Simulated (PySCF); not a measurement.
**I⁺: excitation energy in dyall-av2z**

Each state of iodine is computed at each level; their differences give the excitation energy. How far do the methods differ?

Program: PySCF 2.14.0. Level of theory: unrestricted determinants in a Gaussian basis, no spin-orbit coupling in the energies. These are calculated values, not measurements, unless marked.

## Step 1: Starting point

| Quantity | Value |
| --- | --- |
| Element | iodine (Z = 53) |
| Basis | dyall-av2z (22s16p12d, 130 functions) |
| Hamiltonian | the non-relativistic Hamiltonian (point nucleus) |
| State 1 | I⁺: [Kr] 4d10 5s2 5p3 6s1, 6s spin antiparallel (an excited configuration) |
| Needed too, but not shown | I⁺ [Kr] 4d10 5s2 5p4 (3P) |
| Methods | UHF, LDA, PBE, PBE0, r2SCAN, revPBE, PW91, wB97X, MP2 |
| Core shells frozen in the correlated runs | valence: [Kr] 4d10 (for I⁺) |

One driver process ran all states and methods and kept the integrals in memory. Each run is shown as a PySCF script that sums up its settings (the driver passes frozen orbitals as a list and adds second-order terms of double hybrids); the logs are those of the runs themselves. The driver starts from symmetry-adapted Hartree-Fock orbitals, holds the occupation by maximum overlap and uses a logarithmic radial grid for functionals, so a plain start would take other cycles.

The integrals over 130 functions and the set-up took 0.59 s of CPU time.

## Step 2: I⁺ [Kr] 4d10 5s2 5p3 6s1, s spin flipped

#### UHF

Contents of input.py:

```python
from pyscf import gto, scf, dft, mp, cc
import basis_set_exchange as bse
mol = gto.M(atom="I 0 0 0", charge=1, spin=2, symmetry="D2h",
            basis=gto.basis.parse(bse.get_basis("dyall-av2z", elements=["I"], fmt="nwchem")))
mf = scf.UHF(mol)
mf.irrep_nelec = {'Ag': (9, 10), 'B1g': (2, 2), 'B2g': (2, 2), 'B3g': (2, 2), 'B1u': (4, 3), 'B2u': (4, 3), 'B3u': (4, 3)}
mf.kernel()
```

Standard output:

```text
damping factor = 0
level_shift factor = 0
DIIS = <class 'pyscf.scf.diis.CDIIS'>
diis_start_cycle = 1
diis_space = 10
diis_damp = 0
SCF conv_tol = 1e-09
SCF conv_tol_grad = None
number electrons alpha = 27  beta = 25
cycle= 1 E= -6917.26166812275  delta_E= -4.6e-10  |g|= 8.76e-06  |ddm|= 0.000255
converged SCF energy = -6917.26166812275  <S^2> = 3.00119  2S+1 = 3.6062113
```

CPU time 6.9 s on a shared host, the integrals not counted.

The occupied shells:

```tsv
shell	electrons	mean orbital energy (eV)	spread (eV)	rms radius (bohr)
1s α	1	-32047.1	0	0.0332
1s β	1	-32046.9	0	0.0332
2s α	1	-4938.0	0	0.134
2s β	1	-4937.9	0	0.134
2p α	3	-4630.8	0	0.116
2p β	3	-4630.6	0	0.116
3s α	1	-1046.4	0	0.348
3s β	1	-1046.1	0	0.348
3p α	3	-915.43	0	0.341
3p β	3	-915.07	0	0.341
3d α	5	-674.89	0	0.313
3d β	5	-674.74	0	0.313
4s α	1	-211.34	0	0.816
4s β	1	-210.74	0	0.816
4p α	3	-163.14	0	0.858
4p β	3	-162.36	0	0.858
4d α	5	-79.414	0	0.983
4d β	5	-78.909	0	0.983
5s α	1	-37.494	0	2.10
5s β	1	-29.825	0	2.10
5p α	3	-24.252	0	2.40
6s β	1	-7.840	0	5.19
```

⟨S²⟩ = 3.001, ⟨L²⟩ = 0.00.

Spin-orbit constants on these orbitals (cm⁻¹; bare nucleus, screened nucleus, mean field): 5p 5123, 4930, 4789.

A non-relativistic calculation at this Z misses sizeable relativistic shifts. With the s spin flipped the determinant is a mixture of two multiplicities, not a spectroscopic state.

#### LDA

input.py differs from the last one in:

```diff
@@ -4,3 +4,3 @@
             basis=gto.basis.parse(bse.get_basis("dyall-av2z", elements=["I"], fmt="nwchem")))
-mf = scf.UHF(mol)
+mf = dft.UKS(mol, xc="LDA,VWN")
 mf.irrep_nelec = {'Ag': (9, 10), 'B1g': (2, 2), 'B2g': (2, 2), 'B3g': (2, 2), 'B1u': (4, 3), 'B2u': (4, 3), 'B3u': (4, 3)}
```

Standard output:

```text
damping factor = 0
level_shift factor = 0
DIIS = <class 'pyscf.scf.diis.CDIIS'>
diis_start_cycle = 1
diis_space = 10
diis_damp = 0
SCF conv_tol = 1e-09
SCF conv_tol_grad = None
number electrons alpha = 27  beta = 25
XC functionals = LDA,VWN
    P. A. M. Dirac.,  Math. Proc. Cambridge Philos. Soc. 26, 376 (1930)
    F. Bloch.,  Z. Phys. 57, 545 (1929)
    S. H. Vosko, L. Wilk, and M. Nusair.,  Can. J. Phys. 58, 1200 (1980)
cycle= 1 E= -6913.98755685005  delta_E= -0.05  |g|= 0.0639  |ddm|= 1.23
cycle= 2 E= -6913.98768270883  delta_E= -0.000126  |g|= 0.017  |ddm|= 0.114
cycle= 3 E= -6913.98771566726  delta_E= -3.3e-05  |g|= 0.0123  |ddm|= 0.0512
cycle= 4 E= -6913.98772858939  delta_E= -1.29e-05  |g|= 0.000542  |ddm|= 0.0104
cycle= 5 E= -6913.98772862199  delta_E= -3.26e-08  |g|= 1.2e-05  |ddm|= 0.000922
cycle= 6 E= -6913.98772862202  delta_E= -2.55e-11  |g|= 7.64e-07  |ddm|= 2.14e-05
converged SCF energy = -6913.98772862202  <S^2> = 3.0002941  2S+1 = 3.6057144
```

It used 0.92 s of CPU time after the integrals (shared host).

#### PBE

input.py differs from the last one in:

```diff
@@ -4,3 +4,3 @@
             basis=gto.basis.parse(bse.get_basis("dyall-av2z", elements=["I"], fmt="nwchem")))
-mf = dft.UKS(mol, xc="LDA,VWN")
+mf = dft.UKS(mol, xc="PBE")
 mf.irrep_nelec = {'Ag': (9, 10), 'B1g': (2, 2), 'B2g': (2, 2), 'B3g': (2, 2), 'B1u': (4, 3), 'B2u': (4, 3), 'B3u': (4, 3)}
```

Standard output:

```text
damping factor = 0
level_shift factor = 0
DIIS = <class 'pyscf.scf.diis.CDIIS'>
diis_start_cycle = 1
diis_space = 10
diis_damp = 0
SCF conv_tol = 1e-09
SCF conv_tol_grad = None
number electrons alpha = 27  beta = 25
XC functionals = PBE
    J. P. Perdew, K. Burke, and M. Ernzerhof.,  Phys. Rev. Lett. 77, 3865 (1996)
    J. P. Perdew, K. Burke, and M. Ernzerhof.,  Phys. Rev. Lett. 78, 1396 (1997)
    J. P. Perdew, K. Burke, and M. Ernzerhof.,  Phys. Rev. Lett. 77, 3865 (1996)
    J. P. Perdew, K. Burke, and M. Ernzerhof.,  Phys. Rev. Lett. 78, 1396 (1997)
cycle= 1 E= -6919.26250783619  delta_E= -0.0283  |g|= 0.0349  |ddm|= 0.739
cycle= 2 E= -6919.26258278655  delta_E= -7.5e-05  |g|= 0.0306  |ddm|= 0.0745
cycle= 3 E= -6919.26268432604  delta_E= -0.000102  |g|= 0.00446  |ddm|= 0.0363
cycle= 4 E= -6919.26268481721  delta_E= -4.91e-07  |g|= 0.000442  |ddm|= 0.00673
cycle= 5 E= -6919.26268484748  delta_E= -3.03e-08  |g|= 1.11e-05  |ddm|= 0.000992
cycle= 6 E= -6919.26268484764  delta_E= -1.6e-10  |g|= 1.79e-06  |ddm|= 0.000243
converged SCF energy = -6919.26268484764  <S^2> = 3.0004042  2S+1 = 3.6057755
```

It used 1.3 s of CPU time after the integrals (shared host).

#### PBE0

input.py differs from the last one in:

```diff
@@ -4,3 +4,3 @@
             basis=gto.basis.parse(bse.get_basis("dyall-av2z", elements=["I"], fmt="nwchem")))
-mf = dft.UKS(mol, xc="PBE")
+mf = dft.UKS(mol, xc="PBE0")
 mf.irrep_nelec = {'Ag': (9, 10), 'B1g': (2, 2), 'B2g': (2, 2), 'B3g': (2, 2), 'B1u': (4, 3), 'B2u': (4, 3), 'B3u': (4, 3)}
```

Standard output:

```text
damping factor = 0
level_shift factor = 0
DIIS = <class 'pyscf.scf.diis.CDIIS'>
diis_start_cycle = 1
diis_space = 10
diis_damp = 0
SCF conv_tol = 1e-09
SCF conv_tol_grad = None
number electrons alpha = 27  beta = 25
XC functionals = PBE0
    C. Adamo and V. Barone.,  J. Chem. Phys. 110, 6158 (1999)
    M. Ernzerhof and G. E. Scuseria.,  J. Chem. Phys. 110, 5029 (1999)
cycle= 1 E= -6919.45051874179  delta_E= -0.0157  |g|= 0.0311  |ddm|= 0.564
cycle= 2 E= -6919.45058762622  delta_E= -6.89e-05  |g|= 0.0248  |ddm|= 0.0368
cycle= 3 E= -6919.45064211137  delta_E= -5.45e-05  |g|= 0.0025  |ddm|= 0.0235
cycle= 4 E= -6919.45064229885  delta_E= -1.87e-07  |g|= 0.000321  |ddm|= 0.00606
cycle= 5 E= -6919.45064231923  delta_E= -2.04e-08  |g|= 1.73e-05  |ddm|= 0.0015
cycle= 6 E= -6919.4506423197  delta_E= -4.79e-10  |g|= 2.02e-06  |ddm|= 0.000465
converged SCF energy = -6919.4506423197  <S^2> = 3.0005215  2S+1 = 3.6058406
```

It used 3.2 s of CPU time after the integrals (shared host).

#### r2SCAN

input.py differs from the last one in:

```diff
@@ -4,3 +4,3 @@
             basis=gto.basis.parse(bse.get_basis("dyall-av2z", elements=["I"], fmt="nwchem")))
-mf = dft.UKS(mol, xc="PBE0")
+mf = dft.UKS(mol, xc="R2SCAN")
 mf.irrep_nelec = {'Ag': (9, 10), 'B1g': (2, 2), 'B2g': (2, 2), 'B3g': (2, 2), 'B1u': (4, 3), 'B2u': (4, 3), 'B3u': (4, 3)}
```

Standard output:

```text
damping factor = 0
level_shift factor = 0
DIIS = <class 'pyscf.scf.diis.CDIIS'>
diis_start_cycle = 1
diis_space = 10
diis_damp = 0
SCF conv_tol = 1e-09
SCF conv_tol_grad = None
number electrons alpha = 27  beta = 25
XC functionals = R2SCAN
    J. W. Furness, A. D. Kaplan, J. Ning, J. P. Perdew, and J. Sun.,  J. Phys. Chem. Lett. 11, 8208-8215 (2020)
    J. W. Furness, A. D. Kaplan, J. Ning, J. P. Perdew, and J. Sun.,  J. Phys. Chem. Lett. 11, 9248-9248 (2020)
    J. W. Furness, A. D. Kaplan, J. Ning, J. P. Perdew, and J. Sun.,  J. Phys. Chem. Lett. 11, 8208-8215 (2020)
    J. W. Furness, A. D. Kaplan, J. Ning, J. P. Perdew, and J. Sun.,  J. Phys. Chem. Lett. 11, 9248-9248 (2020)
cycle= 1 E= -6919.82652442229  delta_E= -0.0164  |g|= 0.027  |ddm|= 0.702
cycle= 2 E= -6919.82658190114  delta_E= -5.75e-05  |g|= 0.00632  |ddm|= 0.0845
cycle= 3 E= -6919.8265866716  delta_E= -4.77e-06  |g|= 0.00262  |ddm|= 0.0298
cycle= 4 E= -6919.82658746213  delta_E= -7.91e-07  |g|= 0.00091  |ddm|= 0.00508
cycle= 5 E= -6919.82658757146  delta_E= -1.09e-07  |g|= 6.5e-05  |ddm|= 0.00476
cycle= 6 E= -6919.82658757768  delta_E= -6.22e-09  |g|= 3.73e-06  |ddm|= 0.00183
cycle= 7 E= -6919.82658757769  delta_E= -1.09e-11  |g|= 4.45e-07  |ddm|= 9.46e-05
converged SCF energy = -6919.82658757769  <S^2> = 3.0011894  2S+1 = 3.606211
```

CPU time 3.3 s on a shared host, the integrals not counted.

#### revPBE

input.py differs from the last one in:

```diff
@@ -4,3 +4,3 @@
             basis=gto.basis.parse(bse.get_basis("dyall-av2z", elements=["I"], fmt="nwchem")))
-mf = dft.UKS(mol, xc="R2SCAN")
+mf = dft.UKS(mol, xc="PBE_R,PBE")
 mf.irrep_nelec = {'Ag': (9, 10), 'B1g': (2, 2), 'B2g': (2, 2), 'B3g': (2, 2), 'B1u': (4, 3), 'B2u': (4, 3), 'B3u': (4, 3)}
```

Standard output:

```text
damping factor = 0
level_shift factor = 0
DIIS = <class 'pyscf.scf.diis.CDIIS'>
diis_start_cycle = 1
diis_space = 10
diis_damp = 0
SCF conv_tol = 1e-09
SCF conv_tol_grad = None
number electrons alpha = 27  beta = 25
XC functionals = PBE_R,PBE
    Y. Zhang and W. Yang.,  Phys. Rev. Lett. 80, 890 (1998)
    J. P. Perdew, K. Burke, and M. Ernzerhof.,  Phys. Rev. Lett. 77, 3865 (1996)
    J. P. Perdew, K. Burke, and M. Ernzerhof.,  Phys. Rev. Lett. 78, 1396 (1997)
cycle= 1 E= -6919.49440312431  delta_E= -0.0264  |g|= 0.0362  |ddm|= 0.639
cycle= 2 E= -6919.49447939641  delta_E= -7.63e-05  |g|= 0.0327  |ddm|= 0.0799
cycle= 3 E= -6919.49459263427  delta_E= -0.000113  |g|= 0.00413  |ddm|= 0.035
cycle= 4 E= -6919.49459309241  delta_E= -4.58e-07  |g|= 0.00038  |ddm|= 0.00622
cycle= 5 E= -6919.49459311359  delta_E= -2.12e-08  |g|= 1.03e-05  |ddm|= 0.000821
cycle= 6 E= -6919.49459311372  delta_E= -1.23e-10  |g|= 1.8e-06  |ddm|= 0.000205
converged SCF energy = -6919.49459311372  <S^2> = 3.0004988  2S+1 = 3.605828
```

CPU time 1.3 s on a shared host, the integrals not counted.

#### PW91

input.py differs from the last one in:

```diff
@@ -4,3 +4,3 @@
             basis=gto.basis.parse(bse.get_basis("dyall-av2z", elements=["I"], fmt="nwchem")))
-mf = dft.UKS(mol, xc="PBE_R,PBE")
+mf = dft.UKS(mol, xc="PW91,PW91")
 mf.irrep_nelec = {'Ag': (9, 10), 'B1g': (2, 2), 'B2g': (2, 2), 'B3g': (2, 2), 'B1u': (4, 3), 'B2u': (4, 3), 'B3u': (4, 3)}
```

Standard output:

```text
damping factor = 0
level_shift factor = 0
DIIS = <class 'pyscf.scf.diis.CDIIS'>
diis_start_cycle = 1
diis_space = 10
diis_damp = 0
SCF conv_tol = 1e-09
SCF conv_tol_grad = None
number electrons alpha = 27  beta = 25
XC functionals = PW91,PW91
    J. P. Perdew. In P. Ziesche and H. Eschrig, editors, Proceedings of the 75. WE-Heraeus-Seminar and 21st Annual International Symposium on Electronic Structure of Solids, 11. Berlin, 1991. Akademie Verlag.
    J. P. Perdew, J. A. Chevary, S. H. Vosko, K. A. Jackson, M. R. Pederson, D. J. Singh, and C. Fiolhais.,  Phys. Rev. B 46, 6671 (1992)
    J. P. Perdew, J. A. Chevary, S. H. Vosko, K. A. Jackson, M. R. Pederson, D. J. Singh, and C. Fiolhais.,  Phys. Rev. B 48, 4978 (1993)
    J. P. Perdew. In P. Ziesche and H. Eschrig, editors, Proceedings of the 75. WE-Heraeus-Seminar and 21st Annual International Symposium on Electronic Structure of Solids, 11. Berlin, 1991. Akademie Verlag.
    J. P. Perdew, J. A. Chevary, S. H. Vosko, K. A. Jackson, M. R. Pederson, D. J. Singh, and C. Fiolhais.,  Phys. Rev. B 46, 6671 (1992)
    J. P. Perdew, J. A. Chevary, S. H. Vosko, K. A. Jackson, M. R. Pederson, D. J. Singh, and C. Fiolhais.,  Phys. Rev. B 48, 4978 (1993)
cycle= 1 E= -6920.21192910104  delta_E= -0.0308  |g|= 0.045  |ddm|= 0.799
cycle= 2 E= -6920.21201732907  delta_E= -8.82e-05  |g|= 0.0443  |ddm|= 0.0905
cycle= 3 E= -6920.21219695112  delta_E= -0.00018  |g|= 0.0026  |ddm|= 0.0423
cycle= 4 E= -6920.21219766193  delta_E= -7.11e-07  |g|= 0.000723  |ddm|= 0.0102
cycle= 5 E= -6920.21219773758  delta_E= -7.57e-08  |g|= 1.48e-05  |ddm|= 0.000929
cycle= 6 E= -6920.21219773785  delta_E= -2.65e-10  |g|= 2.71e-06  |ddm|= 0.000312
converged SCF energy = -6920.21219773785  <S^2> = 3.0003993  2S+1 = 3.6057727
```

It used 1.3 s of CPU time after the integrals (shared host).

#### wB97X

input.py differs from the last one in:

```diff
@@ -4,3 +4,3 @@
             basis=gto.basis.parse(bse.get_basis("dyall-av2z", elements=["I"], fmt="nwchem")))
-mf = dft.UKS(mol, xc="PW91,PW91")
+mf = dft.UKS(mol, xc="WB97X")
 mf.irrep_nelec = {'Ag': (9, 10), 'B1g': (2, 2), 'B2g': (2, 2), 'B3g': (2, 2), 'B1u': (4, 3), 'B2u': (4, 3), 'B3u': (4, 3)}
```

Standard output:

```text
damping factor = 0
level_shift factor = 0
DIIS = <class 'pyscf.scf.diis.CDIIS'>
diis_start_cycle = 1
diis_space = 10
diis_damp = 0
SCF conv_tol = 1e-09
SCF conv_tol_grad = None
number electrons alpha = 27  beta = 25
XC functionals = WB97X
    J.-D. Chai and M. Head-Gordon.,  J. Chem. Phys. 128, 084106 (2008)
cycle= 1 E= -6919.94372676635  delta_E= -0.0196  |g|= 0.0386  |ddm|= 0.784
cycle= 2 E= -6919.94393049723  delta_E= -0.000204  |g|= 0.0285  |ddm|= 0.162
cycle= 3 E= -6919.94398860747  delta_E= -5.81e-05  |g|= 0.00209  |ddm|= 0.0327
cycle= 4 E= -6919.94399130057  delta_E= -2.69e-06  |g|= 0.00062  |ddm|= 0.0223
cycle= 5 E= -6919.9439916801  delta_E= -3.8e-07  |g|= 0.000155  |ddm|= 0.00801
cycle= 6 E= -6919.94399171139  delta_E= -3.13e-08  |g|= 8.58e-06  |ddm|= 0.00292
cycle= 7 E= -6919.94399171144  delta_E= -5.46e-11  |g|= 8.67e-07  |ddm|= 5.37e-05
converged SCF energy = -6919.94399171144  <S^2> = 3.000374  2S+1 = 3.6057587
```

CPU time 6.3 s on a shared host, the integrals not counted.

#### MP2 (valence)

input.py differs from the last one in:

```diff
@@ -4,4 +4,5 @@
             basis=gto.basis.parse(bse.get_basis("dyall-av2z", elements=["I"], fmt="nwchem")))
-mf = dft.UKS(mol, xc="WB97X")
+mf = scf.UHF(mol)
 mf.irrep_nelec = {'Ag': (9, 10), 'B1g': (2, 2), 'B2g': (2, 2), 'B3g': (2, 2), 'B1u': (4, 3), 'B2u': (4, 3), 'B3u': (4, 3)}
 mf.kernel()
+mp.UMP2(mf, frozen=23).kernel()
```

No log was kept for this step.

It used 1.1 s of CPU time after the integrals (shared host).

With 6 electrons correlated, the MP2 correlation energy is -0.06907 hartree (-0.01783 same spin, -0.05124 opposite spin); the SCS form gives -0.06743. Largest pairs of shells: 5s-5p -0.0362, 5p-5p -0.0129, 5p-6s -0.0099, 5s-5s -0.0059, 5s-6s -0.0042.

Radial density 4πr²ρ of I⁺ at UHF:

```tsv
r (bohr)	density	spin density
0.000525	0.344	0.000
0.000883	0.938	0.000
0.00149	2.49	0.000
0.00250	6.33	0.000
0.00420	14.9	-0.001
0.00707	31.2	-0.001
0.0119	53.4	0.000
0.0200	66.7	0.009
0.0336	60.0	0.040
0.0566	69.0	0.077
0.0952	86.8	0.019
0.160	63.6	0.030
0.269	72.3	0.121
0.453	26.6	0.097
0.762	27.9	0.182
1.28	8.44	0.503
2.16	3.08	1.759
3.63	0.563	0.097
6.10	0.191	-0.187
10.3	0.00129	-0.001
```

## Step 3: The energy differences

Excitation energy: I⁺ [Kr] 4d10 5s2 5p4 (3P) → I⁺ [Kr] 4d10 5s2 5p3 6s1, s spin flipped.

```tsv
method	value (eV)
UHF	9.763
LDA	10.251
PBE	10.132
PBE0	10.236
r2SCAN	10.120
revPBE	10.053
PW91	10.173
wB97X	10.467
MP2 (valence)	9.779
SCS-MP2 (valence)	9.804
```

The upper determinant mixes two multiplicities, so it lies between the two terms.

The differences also use runs on I⁺ [Kr] 4d10 5s2 5p4 (3P), which are not shown here.

## Step 4: Outcome

```
                                                     quantity                              value
excitation energy, I⁺ → [Kr] 4d10 5s2 5p3 6s1, s spin flipped  UHF 9.763, MP2 (valence) 9.779 eV
```

The methods span 0.704 eV, from UHF (9.763) to wB97X (10.467). No reference value is at hand in this session. The basis is finite, and no extrapolation was made.
